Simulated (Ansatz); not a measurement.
# MgCd5Se6: the cost of one run

Program: Ansatz 0.2.0. Level of theory: DFT PBE, scalar-relativistic, plane waves, PAW. These are calculated values, not measurements.

## Step 1: Starting point

It takes space group P-3m1 (No. 164, trigonal). Conventional cell: a = 4.165 Å, b = 4.165 Å, c = 20.404 Å, α = 90.00°, β = 90.00°, γ = 120.00°. Mg (site symmetry -3m) is surrounded by 6 Se at 2.95 Å. Cd (site symmetry 3m) is surrounded by 6 Se at 2.95 Å. Around Cd (site symmetry -3m) lie 6 Se at 2.95 Å. Se (site symmetry 3m) has 3 Mg at 2.95 Å and 3 Cd at 2.95 Å as nearest neighbours. Se (site symmetry 3m) is surrounded by 6 Cd at 2.95 Å.

Structure file:

```cif
data_structure
_symmetry_space_group_name_H-M 'P 1'
_symmetry_Int_Tables_number 1
_cell_length_a 4.1650
_cell_length_b 4.1650
_cell_length_c 20.4041
_cell_angle_alpha 90.000
_cell_angle_beta 90.000
_cell_angle_gamma 120.000
_cell_volume 306.53
loop_
_atom_site_label
_atom_site_type_symbol
_atom_site_fract_x
_atom_site_fract_y
_atom_site_fract_z
_atom_site_occupancy
Mg1 Mg 0.00000 0.00000 0.50000 1
Cd1 Cd 0.33333 0.66667 0.16667 1
Cd2 Cd 0.66667 0.33333 0.33333 1
Cd3 Cd 0.33333 0.66667 0.66667 1
Cd4 Cd 0.66667 0.33333 0.83333 1
Cd5 Cd 0.00000 0.00000 0.00000 1
Se1 Se 0.33333 0.66667 0.41667 1
Se2 Se 0.66667 0.33333 0.58333 1
Se3 Se 0.00000 0.00000 0.75000 1
Se4 Se 0.33333 0.66667 0.91667 1
Se5 Se 0.66667 0.33333 0.08333 1
Se6 Se 0.00000 0.00000 0.25000 1
```

The start is an ordering of an alloy on its end members' structure types: elements ordered on the sites of the MgSe type, Cd/Mg on Mg (P-3m1, No. 164).

## Step 2: The guess as it stands, on a coarse mesh

input.yaml

```yaml
crystal:
  lattice:
    - [4.16497413, 0.0, 0.0]
    - [-2.08248706, 3.6069734, 0.0]
    - [0.0, 0.0, 20.40412281]
  atoms:
    - { symbol: Mg, position: [0.0, 0.0, 0.5] }
    - { symbol: Cd, position: [0.33333333, 0.66666667, 0.16666667] }
    - { symbol: Cd, position: [0.66666667, 0.33333333, 0.33333333] }
    - { symbol: Cd, position: [0.33333333, 0.66666667, 0.66666667] }
    - { symbol: Cd, position: [0.66666667, 0.33333333, 0.83333333] }
    - { symbol: Cd, position: [0.0, 0.0, 0.0] }
    - { symbol: Se, position: [0.33333333, 0.66666667, 0.41666667] }
    - { symbol: Se, position: [0.66666667, 0.33333333, 0.58333333] }
    - { symbol: Se, position: [0.0, 0.0, 0.75] }
    - { symbol: Se, position: [0.33333333, 0.66666667, 0.91666667] }
    - { symbol: Se, position: [0.66666667, 0.33333333, 0.08333333] }
    - { symbol: Se, position: [0.0, 0.0, 0.25] }
basis:
  ecutwfc: 420
kpoints:
  mp_grid: { grid: [6, 6, 1] }
hamiltonian:
  xc: pbe
scf:
  occupations: { method: gaussian, width: 0.1 }
  lower_state_search: "off"
output:
  forces: true
  stress: true
  eigenvalues: true
```

Started as:

```
$ ansatz run input.yaml --threads 1 --pin off --max-ram 2560MiB --backend cpu --events-out ev --progress --plain --runs-dir out
```

What time and memory should one allow on 1 thread of Intel Xeon Platinum 8375C at 2.90GHz (Ice Lake), shared host?

About 13 s, with a peak of 0.69 GiB.
